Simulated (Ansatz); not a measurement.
# Zn6CO6F2: the cost of one run

All numbers below are computed with Ansatz 0.2.0 (DFT PBE, plane waves, PAW, scalar-relativistic, no spin polarisation).

### Step 1. The system as given

The cell holds 15 atoms (CF2O6Zn6): a = 5.804 Å, b = 6.208 Å, c = 17.587 Å, α = 90.00°, β = 90.00°, γ = 117.87°.

Structure file:

```xyz
15
Lattice="5.8041 0.0000 0.0000 -2.9021 5.4880 0.0000 0.0000 0.0000 17.5871" Properties=species:S:1:pos:R:3 pbc="T T T"
Zn    1.9347    0.0000    1.0000
Zn    0.9674    2.9998    1.7978
O    -0.9674    3.6218    1.5983
O     0.9674    1.1336    2.3961
Zn    4.8368    0.5115    2.5955
Zn    3.8694    3.5113    3.3933
O     1.9347    4.1334    3.1938
O     3.8694    1.6451    3.9916
Zn    1.9347    1.0231    4.1910
Zn    0.9674    4.0228    4.9888
O    -0.9674    4.6449    4.7893
O     0.9674    2.1567    5.5871
C    -0.6326    5.4529    5.9371
F    -0.4807    6.4818    6.7171
F    -0.7845    4.4241    6.7171
```

### Step 2. End point A

Input file input.yaml:

```yaml
crystal:
  lattice:
    - [5.804102, 0.0, 0.0]
    - [-2.902051, 5.488021, 0.0]
    - [0.0, 0.0, 17.587076]
  atoms:
    - { symbol: Zn, position: [0.3333333, 0.0, 0.0568599] }
    - { symbol: Zn, position: [0.4399689, 0.5466044, 0.1022201] }
    - { symbol: O, position: [0.16331, 0.6599533, 0.09088] }
    - { symbol: O, position: [0.2699456, 0.2065578, 0.1362402] }
    - { symbol: Zn, position: [0.8799378, 0.0932089, 0.1475802] }
    - { symbol: Zn, position: [0.9865733, 0.6398133, 0.1929404] }
    - { symbol: O, position: [0.7099144, 0.7531622, 0.1816003] }
    - { symbol: O, position: [0.81655, 0.2997667, 0.2269605] }
    - { symbol: Zn, position: [0.4265422, 0.1864178, 0.2383005] }
    - { symbol: Zn, position: [0.5331778, 0.7330222, 0.2836607] }
    - { symbol: O, position: [0.2565189, 0.8463711, 0.2723206] }
    - { symbol: O, position: [0.3631544, 0.3929755, 0.3176808] }
    - { symbol: C, position: [0.3878116, 0.9936072, 0.3375817] }
    - { symbol: F, position: [0.5077258, 1.1810774, 0.3819325] }
    - { symbol: F, position: [0.2678973, 0.8061371, 0.3819325] }
basis:
  ecutwfc: 420.0
kpoints:
  mp_grid: { grid: [2, 2, 1] }
hamiltonian:
  xc: pbe
  pseudopotentials: { kind: paw, azcp: { folder: soft_1 } }
scf:
  occupations: { method: gaussian, width: 0.02 }
  lower_state_search: "off"
relax:
  f_tol: 0.03
  max_steps: 60
  adjacent_minimum: "off"
  constraints: [{ sites: [0] }]
```

Command:

```
$ ansatz run input.yaml --threads 2 --pin off --max-ram 5120MiB --backend cpu --events-out ev --progress --plain --runs-dir out
```

Q: Estimate wall time and peak memory on 2 threads of Arm Neoverse V1, shared host.

About 1.8 min, with a peak of 0.94 GiB.
